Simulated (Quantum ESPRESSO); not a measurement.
A Quantum ESPRESSO 7.5 run (PBEsol) on a crystal of composition TeW2 lists these optical modes at the zone centre:

```
symmetry  cm⁻¹  components  active in
     T2g   175           3      Raman
     T1u   332           3         IR
```

Problem. How many atoms does the primitive cell hold, does the crystal have a centre of inversion, and what is its point group?

Solution. 6 optical and 3 acoustic modes make 3 atoms. The labels g and u show a centre of inversion, so no mode is both infrared and Raman active. The point group is m-3m (space group Fm-3m, No. 225).

The cell:

```
Te W
1.0
     0.00000    2.85403    2.85403
     2.85403    0.00000    2.85403
     2.85403    2.85403    0.00000
Te W
1 2
Direct
  0.00000 0.00000 0.00000
  0.25000 0.25000 0.25000
  0.75000 0.75000 0.75000
```

Caveat: the mesh is thin for the phonons of a metal; the cell is more than 3 GPa from zero pressure, which shifts response properties.
